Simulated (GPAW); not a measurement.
The system is NiMoIrPdW.

```
Ni Mo Pd Ir W
1.0
     4.14670    0.00000    0.00000
    -2.07335    3.59115    0.00000
     0.00000    0.00000    5.41629
Ni Mo Pd Ir W
1 1 1 1 1
Direct
  0.00000 0.00000 0.02221
  0.66667 0.33333 0.45996
  0.33333 0.66667 0.74601
  0.33333 0.66667 0.25641
  0.66667 0.33333 0.99985
```

The cell was built by a generator and needn't be a form met in nature.

Base run:

| Quantity | Value |
| --- | --- |
| Program | GPAW 26.7.0 |
| Functional | RPBE |
| Potentials or basis | the program's PAW data sets (release 1.2.1) made for this functional |
| Cutoff | 600 eV |
| Basis | pw |
| k mesh | 5 × 5 × 4 |
| Occupations | fermi-dirac, width 0.05 eV |
| Spin | collinear spin, ferromagnetic start |
| Starting moments | [1.0, 1.0, 0.0, 0.6, 0.0] μB |

Its results: pressure 4.4 GPa; net moment 0.00 μB per cell; largest force 0.126 eV/Å.

After a change of settings the same cell gave: pressure -13.1 GPa; net moment 0.00 μB per cell; largest force 0.481 eV/Å. Which change was it?
A. functional from RPBE to LDA
B. functional from RPBE to AM05; potentials or basis from the program's PAW data sets (release 1.2.1) made for this functional to PAW data sets generated in the run's folder for this functional
C. functional from RPBE to TPSS; potentials or basis from the program's PAW data sets (release 1.2.1) made for this functional to GPAW PAW data sets (gpaw-data 1.2.1)
D. functional from RPBE to BLYP; potentials or basis from the program's PAW data sets (release 1.2.1) made for this functional to PAW data sets generated in the run's folder for this functional

A.

LDA binds more tightly than RPBE, so the same cell stands under less pressure.

Caveats: the stock nickel data set gives pressures a few GPa off other programs.

Runs at the PBE level aren't shown here.
